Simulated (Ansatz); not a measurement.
The system is CsLiCr2Te2S3.

```xyz
9
Lattice="3.6036 0.0000 0.0000 -1.8018 3.1208 0.0000 0.0000 0.0000 19.0665" Properties=species:S:1:pos:R:3 pbc="T T T"
Cs    0.0000    0.0000    7.1307
Li    1.8018    1.0403    0.3064
Cr    0.0000    0.0000   16.5187
Cr    0.0000    2.0805    3.2095
Te    0.0000    2.0805   10.2751
Te    1.8018    1.0403   14.7338
S     0.0000    0.0000    1.9124
S     0.0000    2.0805   17.7166
S     1.8018    1.0403    4.4631
```

The cell was built by a generator and needn't be a form met in nature.

- Program: Ansatz 0.2.0
- Task: relaxation of cell and atoms
- Functional: LDA
- Potentials or basis: Ansatz PAW
- Cutoff: 420 eV (not typed: the program's choice for these potentials)
- k mesh: 6 × 6 × 1
- Occupations: fermi-dirac, width 0.05 eV
- Spin: collinear spin, ferromagnetic start
- Starting moments: [0.0, 0.0, 3.0, 3.0, 0.0, 0.0, 0.0, 0.0, 0.0] μB

At the start: volume 23.82 Å³/atom.

Q: How do energy, volume and symmetry change on relaxing?

A: It ends after 8 steps and the volume is 20.86 Å³/atom (-12.4 %); space group P3m1 (No. 156, to 0.05 Å); moment 5.46 μB per cell.

The path:
| step | energy change (eV) | largest force (eV/Å) | volume (Å³) |
| --- | --- | --- | --- |
| 1 | 0.0000 | 0.6483 | 214.42 |
| 2 | -0.2866 | 0.8587 | 195.68 |
| 3 | -0.3577 | 0.2376 | 189.18 |
| 4 | -0.3690 | 0.0652 | 186.05 |
| 5 | -0.3707 | 0.0515 | 188.53 |
| 6 | -0.3716 | 0.0145 | 187.88 |
| 7 | -0.3717 | 0.0023 | 187.76 |
| 8 | -0.3678 | 0.0023 | 187.76 |

Final structure:
```xyz
9
Lattice="3.4939 0.0000 0.0000 -1.7469 3.0258 0.0000 0.0000 0.0000 17.7602" Properties=species:S:1:pos:R:3 pbc="T T T"
Cs    0.0000    0.0000    6.8040
Li    1.7469    1.0086    0.2229
Cr    0.0000    0.0000   15.2385
Cr    0.0000    2.0172    3.0254
Te    0.0000    2.0172    9.9020
Te    1.7469    1.0086   13.4807
S     0.0000    0.0000    1.7443
S     0.0000    2.0172   16.3751
S     1.7469    1.0086    4.2483
```

Caveat: the plane-wave basis is chosen anew once the cell has moved, so the energies of steps on either side of that aren't comparable; only a ferromagnetic start was run, and an antiferromagnetic order may lie lower in energy; the PAW data sets come from PBE, with cores solved anew for the run's functional, which leaves a small shift of forces and pressure.
